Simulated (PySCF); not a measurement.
# RuSCl: one geometry, several methods

Aim: at the PBE0 minimum of broken-symmetry (Ms = 1/2) RuSCl, found before, compare methods on energies and levels.

Computed with PySCF 2.14.0. Level: several methods, basis Ru def2-TZVP with ECP28, S def2-TZVP, Cl def2-TZVP, scalar-relativistic core potentials, no spin–orbit coupling, density fitting.

**1. The starting structure**

3 atoms, charge 0, spin multiplicity 2.

Bond lengths: Ru1–S2 2.046 Å, Ru1–Cl3 2.199 Å. Angles: S2–Ru1–Cl3 127.5°.

Coordinates in bohr (charge 0 multiplicity 2):
```
Ru    0.5017   -0.5017   -0.1377
S    -0.7825    0.7825   -3.5502
Cl   -0.7159    0.7159    3.6447
```

**2. PBE0**

One driver script runs all steps and calls PySCF; scf.py shows the equivalent input of each level. Each SCF starts from the density of the minimum. The driver also runs the species with one electron less or more at the same geometry (one less: multiplicity 3, one more: multiplicity 3); their logs are not shown.

The input, scf.py:

```python
from pyscf import gto, scf, dft
mol = gto.M(atom='''
Ru     0.265513    -0.265513    -0.072878
S     -0.414082     0.414082    -1.878693
Cl    -0.378847     0.378847     1.928680''',
    basis={'Ru': 'def2-TZVP', 'S': 'def2-TZVP', 'Cl': 'def2-TZVP'},
    ecp={'Ru': 'def2-TZVP'},
    charge=0, spin=1)
mf = dft.UKS(mol, xc='PBE0')
mf.grids.atom_grid = (99, 590)
aux = {'Ru': 'def2-universal-JKFIT', 'S': 'def2-universal-JKFIT', 'Cl': 'def2-universal-JKFIT'}
mf = mf.density_fit(auxbasis=aux)
mf.kernel()
```

**3. HF**

scf.py: that of step 2 with these lines changed.

```diff
@@ -9,2 +9 @@
-mf = dft.UKS(mol, xc='PBE0')
-mf.grids.atom_grid = (99, 590)
+mf = scf.UHF(mol)
```

**4. MP2**

scf.py: that of step 3 with these lines changed.

```diff
@@ -12,0 +13,2 @@
+from pyscf.mp import dfump2
+dfump2.DFUMP2(mf, frozen=10).kernel()  # the driver gives MP2 a fitting basis of its own (RI)
```

**5. PBE**

scf.py: that of step 4 with these lines changed.

```diff
@@ -9 +9,2 @@
-mf = scf.UHF(mol)
+mf = dft.UKS(mol, xc='PBE')
+mf.grids.atom_grid = (99, 590)
@@ -13,2 +13,0 @@
-from pyscf.mp import dfump2
-dfump2.DFUMP2(mf, frozen=10).kernel()  # the driver gives MP2 a fitting basis of its own (RI)
```

**6. r2SCAN**

scf.py: that of step 5 with these lines changed.

```diff
@@ -9 +9 @@
-mf = dft.UKS(mol, xc='PBE')
+mf = dft.UKS(mol, xc='R2SCAN')
```

**7. B3LYP**

scf.py: that of step 6 with these lines changed.

```diff
@@ -9 +9 @@
-mf = dft.UKS(mol, xc='R2SCAN')
+mf = dft.UKS(mol, xc='B3LYP')
```

(Steps that only read results are left out.)

Before running it: what results should come out? Wanted: atomisation energy, range; vertical ionisation energy, range; vertical electron affinity, range; orbital gap, range.

The runs gave:

| quantity | value |
| --- | --- |
| atomisation energy, range | 238 (HF) to 786 (PBE) kJ/mol |
| vertical ionisation energy, range | 7.45 (HF) to 8.87 (MP2) eV |
| vertical electron affinity, range | 1.95 (HF) to 2.75 (MP2) eV |
| orbital gap, range | 0.33 (PBE) to 9.41 (HF) eV |

In words: The atomisation energy spreads over 548 kJ/mol, from HF to PBE; without a CCSD(T) value for it there is no yardstick here. Spin contamination is strong in at least one of the open-shell species at PBE0, HF, MP2, PBE, r2SCAN, B3LYP. Without diffuse functions electron affinities tend to come out too low. The determinant is spin-contaminated (⟨S²⟩ = 1.76, pure value 0.75). Other spin states or occupations of the open shell can lie lower.
